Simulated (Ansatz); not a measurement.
# Cl2H2HfSe2: the cost of one run

Program: Ansatz 0.2.0, Gaussian basis. Level of theory: r2SCAN/def2-SVP with D3(BJ) dispersion. These are calculated values, not measurements.

### Step 1. The relaxed structure

An earlier PBE0-D4 in a triple-zeta def2 set relaxation fixed the geometry. Hf takes the def2 core potential; no spin-orbit term is included.

SMILES `[Cl][Hf]([Cl])([SeH])[SeH]`, 7 atoms, charge 0, spin multiplicity 1.

Atoms are counted from 1 here; the program's logs count them from 0.

Bond lengths: Cl1–Hf2 2.327 Å, Hf2–Cl3 2.322 Å, Hf2–Se4 2.545 Å, Hf2–Se5 2.552 Å, Se4–H6 1.476 Å, Se5–H7 1.476 Å. Angles: Cl1–Hf2–Cl3 112.0°, Cl1–Hf2–Se4 111.7°, Cl1–Hf2–Se5 109.3°, Cl3–Hf2–Se4 108.6°, Cl3–Hf2–Se5 110.7°, Se4–Hf2–Se5 104.3°, Hf2–Se4–H6 86.2°, Hf2–Se5–H7 88.7°.

Coordinates:

```xyz
7
Cl2H2HfSe2
Cl   -2.1152   -0.9236    0.6410
Hf    0.0357   -0.4519   -0.1108
Cl    1.3466   -2.3632   -0.2538
Se    0.0074    0.6846   -2.3874
Se    1.1134    1.2666    1.4374
H    -1.1887    1.4027   -1.9053
H     0.8008    0.3849    2.5789
```

### Step 2. The run

Input file in.yaml:

```yaml
crystal:
  periodic: [false, false, false]
  atoms:
    - {symbol: Cl, position_ang: [-2.115180, -0.923635, 0.641000]}
    - {symbol: Hf, position_ang: [0.035654, -0.451898, -0.110766]}
    - {symbol: Cl, position_ang: [1.346641, -2.363238, -0.253821]}
    - {symbol: Se, position_ang: [0.007388, 0.684621, -2.387431]}
    - {symbol: Se, position_ang: [1.113412, 1.266573, 1.437365]}
    - {symbol: H, position_ang: [-1.188685, 1.402653, -1.905264]}
    - {symbol: H, position_ang: [0.800780, 0.384924, 2.578917]}
basis:
  gaussian: {orbitals: def2-SVP}
magnetization: {spin_polarized: true, initial_magnetization: 0}
hamiltonian: {xc: {name: r2SCAN}, dispersion: d3bj}
md: {timestep: 1 fs, n_steps: 50, ensemble: nvt_nose_hoover, temperature: 700, initial_velocities: maxwell_boltzmann, seed: 93}
```

Launch:

```console
> ansatz run in.yaml --threads 4 --pin off --events-out ev --progress --plain --max-ram 11315MiB
```

Q: Estimate wall time and peak memory on 4 threads of Arm Neoverse V1, shared host.

About 8.8 min, with a peak of 0.45 GiB.
